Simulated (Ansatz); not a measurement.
Ti3Se:

```
Se Ti
1.0
     3.19745    0.00000    0.00000
    -1.59872    2.76907    0.00000
     0.00000    0.00000    7.94275
Se Ti
1 3
Direct
  0.00000 0.00000 0.00000
  0.66667 0.33333 0.50000
  0.33333 0.66667 0.77290
  0.33333 0.66667 0.22710
```

The cell comes from a database or a generator and needn't be the stable form of this composition.

Base run:

* Program: Ansatz 0.2.0
* Functional: LDA
* Potentials or basis: Ansatz PAW
* Cutoff: 420 eV (not typed: the program's choice for these potentials)
* k mesh: 10 × 10 × 4
* Occupations: fermi-dirac, width 0.05 eV
* Spin: no spin polarisation

Its results: band gap on the k mesh none (metal or under the smearing width); pressure -8.0 GPa; largest force 0.112 eV/Å.

Q: The run is repeated on the same cell with these changes: functional from LDA to r2SCAN; cutoff from 420 eV (not typed: the program's choice for these potentials) to 500 eV (not typed: the program's choice for these potentials). What comes out?

A: Band gap on the k mesh none (metal or under the smearing width); pressure -0.7 GPa; largest force 0.067 eV/Å.

Caveats: the PAW data sets come from PBE, with cores solved anew for the run's functional, which leaves a small shift of forces and pressure.
